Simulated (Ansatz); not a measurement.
Predict the output of the script below (Ansatz 0.2.0 through its Python package).

The script, `energy_ch9fsi3.py`:
```python
import json
import warnings

import ansatz as az


def main() -> None:
    warnings.simplefilter("ignore", az.DeckWarning)

    geometry_ang = [
        ("C", [0.4903, 1.8324, 0.2988]),
        ("Si", [-0.0806, 0.1185, 0.6734]),
        ("Si", [1.4976, -1.4033, -0.0043]),
        ("Si", [-1.9057, -0.4141, -0.6107]),
        ("F", [-3.1041, 0.6105, -0.3144]),
        ("H", [1.3967, 2.0796, 0.8608]),
        ("H", [0.7152, 1.9653, -0.7644]),
        ("H", [-0.2715, 2.5708, 0.5691]),
        ("H", [-0.3612, -0.0222, 2.1335]),
        ("H", [1.0253, -2.7881, 0.2537]),
        ("H", [2.7718, -1.1834, 0.7285]),
        ("H", [1.7561, -1.2488, -1.4592]),
        ("H", [-1.5579, -0.3242, -2.0527]),
        ("H", [-2.372, -1.793, -0.3121]),
    ]
    molecule = az.Crystal.molecule()
    for symbol, xyz in geometry_ang:
        molecule = molecule.atom(symbol, xyz)

    job = molecule.calculation()
    job = job.basis(gaussian="6-31G*")
    job = job.functional("b3lyp")
    print(job.to_yaml())
    result = job.run()
    summary = result.report

    print(f"E = {summary['free_energy_ev']:.6f} eV = {summary['free_energy_ev'] / 27.211386246:.7f} Ha")
    print("converged:", summary["converged"], " doubts:", summary["published_state_doubts"] or "none")

    field = summary["mean_field"]
    print("<S^2> =", round(abs(field["state"]["spin_squared"]), 4), " all-electron relativity setting:", field["relativity"])
    print("passes:", field["passes"])
    if "symmetry" in field:
        print("occupied orbitals by irrep:", field["symmetry"]["occupied"])
    with open("ch9fsi3.json", "w") as handle:
        json.dump({k: summary[k] for k in ("free_energy_ev", "reference_energy_ev", "n_occupied", "n_virtual")}, handle, indent=1)


if __name__ == "__main__":
    main()
```

```console
$ python energy_ch9fsi3.py
crystal:
  periodic: [false, false, false]
  atoms:
    - { symbol: C, position_ang: [0.4903, 1.8324, 0.2988] }
    - { symbol: Si, position_ang: [-0.0806, 0.1185, 0.6734] }
    - { symbol: Si, position_ang: [1.4976, -1.4033, -0.0043] }
    - { symbol: Si, position_ang: [-1.9057, -0.4141, -0.6107] }
    - { symbol: F, position_ang: [-3.1041, 0.6105, -0.3144] }
    - { symbol: H, position_ang: [1.3967, 2.0796, 0.8608] }
    - { symbol: H, position_ang: [0.7152, 1.9653, -0.7644] }
    - { symbol: H, position_ang: [-0.2715, 2.5708, 0.5691] }
    - { symbol: H, position_ang: [-0.3612, -0.0222, 2.1335] }
    - { symbol: H, position_ang: [1.0253, -2.7881, 0.2537] }
    - { symbol: H, position_ang: [2.7718, -1.1834, 0.7285] }
    - { symbol: H, position_ang: [1.7561, -1.2488, -1.4592] }
    - { symbol: H, position_ang: [-1.5579, -0.3242, -2.0527] }
    - { symbol: H, position_ang: [-2.372, -1.793, -0.3121] }
basis:
  gaussian:
    orbitals: "6-31G*"
hamiltonian:
  xc: b3lyp

E = -27535.223760 eV = -1011.9008091 Ha
converged: True  doubts: none
<S^2> = 0.0  all-electron relativity setting: none
passes: {'evaluations': 15, 'products': 11}
occupied orbitals by irrep: [{'A': 33}, {'A': 33}]
```

File `ch9fsi3.json` afterwards:
```json
{
 "free_energy_ev": -27535.223759559874,
 "reference_energy_ev": -27535.223759559874,
 "n_occupied": [
  33,
  33
 ],
 "n_virtual": [
  72,
  72
 ]
}
```

Caveats:
- Total energies depend on the basis set; only differences at equal settings carry meaning.
- The geometry is a force-field or estimated start, not a minimum of this method, and the basis set is short of its limit.
- b3lyp holds the VWN-RPA fit, as in Gaussian; the form of ORCA and Turbomole is b3lyp5.
- Timing: 5.7 s on 1 thread of Arm Neoverse V1, with other jobs on the host, peak memory 0.29 GiB.
